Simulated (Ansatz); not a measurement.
# Ti3SnO8: the cost of one run

The runs shown are made with Ansatz 0.2.0. PAW datasets, plane waves, zero pressure. The calculation is spin-unpolarised, and the structure need not be a phase that has been made.

## (1) The structure to begin with

This is the cell as the run starts from it, not yet at rest; its lengths are not the crystal's.

The symmetry is Cmmm (No. 65, orthorhombic); a = 7.028 Å, b = 7.028 Å, c = 6.691 Å in the conventional setting, 13.77 Å³ an atom. Sn has 6 O at 2.15–2.16 Å; Ti has 6 O at 2.15–2.16 Å; O has 1 Sn at 2.15 Å and 2 Ti at 2.16 Å; O has 2 Ti at 2.15–2.16 Å and 1 Sn at 2.16 Å.

As a file:

```cif
data_structure
_symmetry_space_group_name_H-M 'P 1'
_symmetry_Int_Tables_number 1
_cell_length_a 4.9695
_cell_length_b 4.9695
_cell_length_c 6.6906
_cell_angle_alpha 90.000
_cell_angle_beta 90.000
_cell_angle_gamma 90.000
_cell_volume 165.23
loop_
_atom_site_label
_atom_site_type_symbol
_atom_site_fract_x
_atom_site_fract_y
_atom_site_fract_z
_atom_site_occupancy
Sn1 Sn 0.50000 0.50000 0.00000 1
Ti1 Ti 0.00000 0.00000 0.75000 1
O1 O 0.19403 0.19403 0.00000 1
O2 O 0.80597 0.80597 0.00000 1
O3 O 0.69403 0.30597 0.75000 1
O4 O 0.30597 0.69403 0.75000 1
Ti2 Ti 0.50000 0.50000 0.50000 1
Ti3 Ti 0.00000 0.00000 0.25000 1
O5 O 0.19403 0.19403 0.50000 1
O6 O 0.80597 0.80597 0.50000 1
O7 O 0.69403 0.30597 0.25000 1
O8 O 0.30597 0.69403 0.25000 1
```

## (2) PBE: cell and atoms

input.yaml reads:

```yaml
crystal:
  lattice:
    - [3.51395912, -3.51395912, 0.0]
    - [3.51395912, 3.51395912, 0.0]
    - [0.0, 0.0, 6.69055293]
  atoms:
    - { symbol: Sn, position: [0.5, 0.5, 0.0] }
    - { symbol: Ti, position: [0.0, 0.0, 0.75] }
    - { symbol: O, position: [0.1940277, 0.1940277, 0.0] }
    - { symbol: O, position: [0.8059723, 0.8059723, 0.0] }
    - { symbol: O, position: [0.6940277, 0.3059723, 0.75] }
    - { symbol: O, position: [0.3059723, 0.6940277, 0.75] }
    - { symbol: Ti, position: [0.5, 0.5, 0.5] }
    - { symbol: Ti, position: [0.0, 0.0, 0.25] }
    - { symbol: O, position: [0.1940277, 0.1940277, 0.5] }
    - { symbol: O, position: [0.8059723, 0.8059723, 0.5] }
    - { symbol: O, position: [0.6940277, 0.3059723, 0.25] }
    - { symbol: O, position: [0.3059723, 0.6940277, 0.25] }
kpoints:
  mp_grid: { grid: [6, 6, 4] }
hamiltonian:
  xc: pbe
scf:
  occupations: { method: fermi_dirac, width: 0.02 }
relax:
  f_tol: 0.005
  cell: {}
output:
  write_density: true
  write_potential: true
  elf: true
  volumetric_format: npy
```

**Question.** How long does this run take on 1 × NVIDIA H100 80GB HBM3 with 2 threads of AMD EPYC 7R13 (Zen 3), shared host, and how much memory does it need?

About 31 s, with a peak of 1.1 GiB on the host.
